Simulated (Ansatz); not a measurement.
# Ga4Sb3As: the cost of one run

Program: Ansatz 0.2.0. PAW datasets, plane waves, zero pressure. Note: simulated data, non-magnetic, for a generated structure that need not be the stable one.

## (1) The structure to begin with

This is the cell as the run starts from it, not yet at rest; its lengths are not the crystal's.

It is trigonal, R3m (No. 160); conventional cell a = 4.140 Å, c = 40.568 Å, 25.09 Å³ an atom. Near As stand 4 Ga at 2.54 Å; near Sb stand 4 Ga at 2.54 Å; near Ga stand 3 As at 2.54 Å and 1 Sb at 2.54 Å.

The structure in full:

```cif
data_structure
_symmetry_space_group_name_H-M 'R3m:H'
_symmetry_Int_Tables_number 160
_cell_length_a 4.1404
_cell_length_b 4.1404
_cell_length_c 40.5676
_cell_angle_alpha 90.000
_cell_angle_beta 90.000
_cell_angle_gamma 120.000
_cell_volume 602.28
loop_
_atom_site_label
_atom_site_type_symbol
_atom_site_symmetry_multiplicity
_atom_site_Wyckoff_symbol
_atom_site_fract_x
_atom_site_fract_y
_atom_site_fract_z
_atom_site_occupancy
As1 As 3 a 0.00000 0.00000 0.00000 1
Sb1 Sb 3 a 0.00000 0.00000 0.25000 1
Sb2 Sb 3 a 0.33333 0.66667 0.16667 1
Sb3 Sb 3 a 0.66667 0.33333 0.08333 1
Ga1 Ga 3 a 0.00000 0.00000 0.31250 1
Ga2 Ga 3 a 0.33333 0.66667 0.22917 1
Ga3 Ga 3 a 0.66667 0.33333 0.14583 1
Ga4 Ga 3 a 0.00000 0.00000 0.06250 1
```

## (2) Relaxing with PBE

Contents of input.yaml:

```yaml
crystal:
  lattice:
    - [2.0702066685, 1.1952343774, 13.5225333333]
    - [-2.0702066685, 1.1952343774, 13.5225333333]
    - [0.0, -2.3904687547, 13.5225333333]
  atoms:
    - { symbol: As, position: [0.0, 0.0, 0.0] }
    - { symbol: Sb, position: [0.75, 0.75, 0.75] }
    - { symbol: Sb, position: [0.5, 0.5, 0.5] }
    - { symbol: Sb, position: [0.25, 0.25, 0.25] }
    - { symbol: Ga, position: [0.6875, 0.6875, 0.6875] }
    - { symbol: Ga, position: [0.4375, 0.4375, 0.4375] }
    - { symbol: Ga, position: [0.1875, 0.1875, 0.1875] }
    - { symbol: Ga, position: [0.9375, 0.9375, 0.9375] }
kpoints:
  mp_grid: { grid: [6, 6, 6] }
hamiltonian:
  xc: pbe
scf:
  occupations: { method: fermi_dirac, width: 0.02 }
relax:
  f_tol: 0.005
  cell: {}
output:
  write_density: true
  write_potential: true
  elf: true
  volumetric_format: npy
```

Launch:

```console
> ansatz run input.yaml --threads 4 --pin off --max-ram 6451MiB --backend cpu --events-out ev --progress --plain --runs-dir out
```

Q: Estimate wall time and peak memory on 4 threads of Intel Xeon Platinum 8488C (Sapphire Rapids), shared host.

About 49 s, with a peak of 0.96 GiB.
